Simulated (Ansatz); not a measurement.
## CsLiCr2Te2S3 in Ansatz: the effect of Hubbard term

Crystal: CsLiCr2Te2S3.

```xyz
9
Lattice="3.4216 -5.1807 0.0078 3.4216 5.1807 0.0078 -2.9041 0.0000 7.4309" Properties=species:S:1:pos:R:3 pbc="T T T"
Cs    0.6167    0.0000    0.0649
Li    2.4219    0.0000    4.1212
Cr    0.1728    2.1297    4.1498
Cr    0.1728   -2.1297    4.1498
Te    4.0786    1.5993    2.1688
Te    4.0786   -1.5993    2.1688
S     2.0049   -2.1476    5.4598
S     2.0049    2.1476    5.4598
S     0.0600    0.0000    3.5978
```

The cell was built by a generator and needn't be a form met in nature.

Alike in all runs:

* Program: Ansatz 0.2.0
* Task: projected density of states
* Functional: PBE
* Potentials or basis: Ansatz PAW
* Cutoff: 420 eV
* Density cutoff: 1680 eV
* k mesh: 5 × 5 × 4
* Occupations: fermi-dirac, width 0.05 eV
* Spin: collinear spin, ferromagnetic start
* Starting moments: [0.0, 0.0, 3.0, 3.0, 0.0, 0.0, 0.0, 0.0, 0.0] μB
* Hubbard projectors: ortho-atomic (the default)
* Double counting: fll (the default)

Problem. One run gave: pressure 6.3 GPa; moment 6.07 μB; largest force 3.02 eV/Å. Which Hubbard term did it use?
A. Cr d U = 6 eV
B. Cr d U = 8 eV
C. Cr d U = 2 eV
D. Cr d U = 4 eV

Solution. B.

| Hubbard term | pressure (GPa) | moment (μB) | largest force (eV/Å) |
| --- | --- | --- | --- |
| Cr d U = 2 eV | 1.8 | 4.72 | 0.82 |
| Cr d U = 4 eV | 3.6 | 5.59 | 1.94 |
| Cr d U = 6 eV | 5.0 | 5.97 | 2.64 |
| Cr d U = 8 eV | 6.3 | 6.07 | 3.02 |

Caveats: the magnetic or orbital state may not be the lowest; only a ferromagnetic start was run, and an antiferromagnetic order may lie lower in energy; forces of over 1 eV/Å show positions far from the minimum, so gaps and moduli don't describe the material at rest (some runs).

Not every run made on this cell is shown here.
